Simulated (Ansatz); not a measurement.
# Ta4NiO11 in Ansatz: the effect of functional

The system is Ta4NiO11.

```
CELL_PARAMETERS angstrom
5.29285 -0.00032 -0.02518
-0.04190 5.33569 0.02340
-0.47620 -0.07999 7.89609
ATOMIC_POSITIONS crystal
Ta 0.52261 0.46364 0.51843
Ta 0.55532 0.53163 0.98083
Ta 0.02338 0.98832 0.50961
Ta 0.04916 0.02484 0.01689
Ni 0.06538 0.57998 0.26898
O 0.96711 0.93834 0.23892
O 0.21005 0.28324 0.42990
O 0.27287 0.71995 0.06145
O 0.33888 0.23820 0.03682
O 0.30665 0.75341 0.45874
O 0.50103 0.44858 0.74991
O 0.70564 0.16332 0.48732
O 0.73302 0.83358 0.94060
O 0.85284 0.36497 0.07896
O 0.81889 0.65561 0.47584
O 0.07718 0.01239 0.74680
```

The cell was built by a generator and needn't be a form met in nature.

Alike in all runs:

* Program: Ansatz 0.2.0
* Task: band structure
* Potentials or basis: Ansatz PAW
* k mesh: 5 × 5 × 4
* Occupations: fermi-dirac, width 0.05 eV
* Spin: collinear spin, ferromagnetic start
* Starting moments: [0.0, 0.0, 0.0, 0.0, 1.0, 0.0, 0.0, 0.0, 0.0, 0.0, 0.0, 0.0, 0.0, 0.0, 0.0, 0.0] μB

One run gave: gap on the mesh 1.32 eV; pressure 0.0 GPa; largest force 0.01 eV/Å. Which functional did it use?
A. PBE
B. BLYP
C. RPBE
D. r2SCAN

A.

```csv
functional,cutoff,gap on the mesh (eV),pressure (GPa),largest force (eV/Å)
PBE,420 eV,1.32,0.0,0.01
BLYP,420 eV,1.34,4.6,0.20
RPBE,420 eV,1.42,3.6,0.12
r2SCAN,500 eV,2.64,-4.9,0.30
```

Caveats: spin-orbit coupling is left out, which moves the levels of the heavy elements; a cell with one magnetic atom can't hold antiferromagnetic order, which such compounds often take; the PAW data sets come from PBE, with cores solved anew for the run's functional, which leaves a small shift of forces and pressure (some runs); the potentials were made for another functional, which shifts forces and pressure (some runs); the magnetic or orbital state may not be the lowest (some runs).

A k mesh can miss the band edges.

Not every run made on this cell is shown here.
